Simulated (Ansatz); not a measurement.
# Si16C: the cost of one run

All numbers below are computed with Ansatz 0.2.0 (DFT PBEsol, plane waves, PAW, scalar-relativistic, collinear spin).

## 1. Starting point

The cell holds 17 atoms (CSi16): a = 7.679 Å, b = 7.679 Å, c = 7.679 Å, α = 60.00°, β = 60.00°, γ = 60.00°.

Its coordinates follow in the input file.

## 2. Relaxing the start

File input.yaml:

```yaml
accuracy: low
crystal:
  lattice:
    - [0.0, 5.43, 5.43]
    - [5.43, 0.0, 5.43]
    - [5.43, 5.43, 0.0]
  atoms:
    - { symbol: Si, position: [0.0, 0.0, 0.0] }
    - { symbol: Si, position: [0.125, 0.125, 0.125] }
    - { symbol: Si, position: [0.0, 0.0, 0.5] }
    - { symbol: Si, position: [0.125, 0.125, 0.625] }
    - { symbol: Si, position: [0.0, 0.5, 0.0] }
    - { symbol: Si, position: [0.125, 0.625, 0.125] }
    - { symbol: Si, position: [0.0, 0.5, 0.5] }
    - { symbol: Si, position: [0.125, 0.625, 0.625] }
    - { symbol: Si, position: [0.5, 0.0, 0.0] }
    - { symbol: Si, position: [0.625, 0.125, 0.125] }
    - { symbol: Si, position: [0.5, 0.0, 0.5] }
    - { symbol: Si, position: [0.625, 0.125, 0.625] }
    - { symbol: Si, position: [0.5, 0.5, 0.0] }
    - { symbol: Si, position: [0.625, 0.625, 0.125] }
    - { symbol: Si, position: [0.5, 0.5, 0.5] }
    - { symbol: Si, position: [0.625, 0.625, 0.625] }
    - { symbol: C, position: [0.87163, 0.3733727, 0.3734153], spin: 1.0 }
magnetization:
  spin_polarized: true
basis:
  ecutwfc: 420.0
kpoints:
  mp_grid: { grid: [2, 2, 2] }
hamiltonian:
  xc: pbesol
  pseudopotentials: { kind: paw, azcp: { folder: soft_1 } }
scf:
  occupations: { method: fermi_dirac, width: 0.02 }
  lower_state_search: "off"
relax:
  f_tol: 0.08
  max_steps: 25
  adjacent_minimum: "off"
```

Launch:

```sh
$ ansatz run input.yaml --threads 1 --pin off --max-ram 3072MiB --backend cpu --events-out ev --progress --plain --runs-dir out
```

**Question.** How long does this run take on 1 thread of Intel Xeon Platinum 8488C (Sapphire Rapids), shared host, and how much memory does it need?

About 4.3 min, with a peak of 0.72 GiB.
